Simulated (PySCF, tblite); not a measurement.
**C₅H₃F₃− (doublet): geometry, infrared bands and EPR parameters**

What infrared bands and EPR parameters should C₅H₃F₃− (doublet) (`[H]/[C-]=[C]/C(F)=C(\F)CF`) show?

Computed with tblite 0.8.0 and PySCF 2.14.0, with density-fitted response routines of our own, on a single molecule in the gas phase. Atoms count from 0, in the outputs and in this text.

### 1 The starting structure

11 atoms, charge -1, multiplicity 2; geometry from: force field or distance geometry start.

Bonds of the start (Å): C0–C1 1.21, C1–C2 1.41, C2–F3 1.35, C2–C4 1.35, C4–F5 1.35, C4–C6 1.49, C6–F7 1.35, C0–H8 1.06, C6–H9 1.10, C6–H10 1.10.

### 2 Relaxing the molecule with GFN2-xTB

The job: settings as JSON, then the geometry in Å.

```
{"job": {"kind": "relax", "xc": "GFN2-xTB", "basis": "xTB"}, "charge": -1, "multiplicity": 2}
C      2.999600     0.525100     0.096100
C      1.870000     0.100400    -0.010300
C      0.568100    -0.425100    -0.115700
F      0.424100    -1.682300    -0.575200
C     -0.532600     0.284600     0.206400
F     -0.388600     1.551000     0.659500
C     -1.915100    -0.251200     0.083200
F     -2.640100     0.485900    -0.792400
H      3.985200     0.910700     0.183500
H     -1.944900    -1.295300    -0.247000
H     -2.420300    -0.201100     1.055900
```

Run with:

```bash
OMP_NUM_THREADS=1 python probes_run.py task.json out
```

This one command runs all jobs of the session in turn.

**Question.** This job is followed by: GFN2-xTB harmonic vibrations, gas phase; UKS B3LYP, pcH-1 on C F H, non-relativistic, mean-field spin-orbit, GIAO. What will the session give for the following? strongest single infrared mode (GFN2-xTB); zero-point energy (GFN2-xTB); g(iso) (B3LYP); ⟨S²⟩; largest a(iso).

As calculated:

| quantity | value |
| --- | --- |
| strongest single infrared mode (GFN2-xTB) | 2170 cm⁻¹, 174 km/mol |
| zero-point energy (GFN2-xTB) | 37.2 kcal/mol |
| g(iso) (B3LYP) | 2.00533 |
| ⟨S²⟩ | 0.764 (exact 0.75) |
| largest a(iso) | 19F on F7, 437.6 MHz |

Over 63 steps the energy fell by 0.951 eV; of the close pairs, C6–F7 changed most, 1.355 to 2.032 Å. The frame itself reshapes: C6···F7 goes from 1.35 to 2.03 Å. No mode is imaginary among the 27: a minimum at this level. The strongest single mode, at 2170 cm⁻¹, moves mainly C1 and C0. GFN2-xTB is a fitted tight-binding method: band positions and strengths are rough. Its intensities can rank the bands wrongly. The structure rearranged or came apart on optimisation; the results belong to the end geometry, not to the formula as drawn. The largest spin populations lie on C2 (0.29 e), C0 (0.29 e), C6 (0.27 e), F7 (0.25 e). The isotropic g lies 3.0 ppt above the free-electron value. The records flag this anion as possibly unbound in the gas phase, so the basis may hold the extra electron. The conformer search found further structures of the same energy, which may be mirror or relabelled copies of this one.
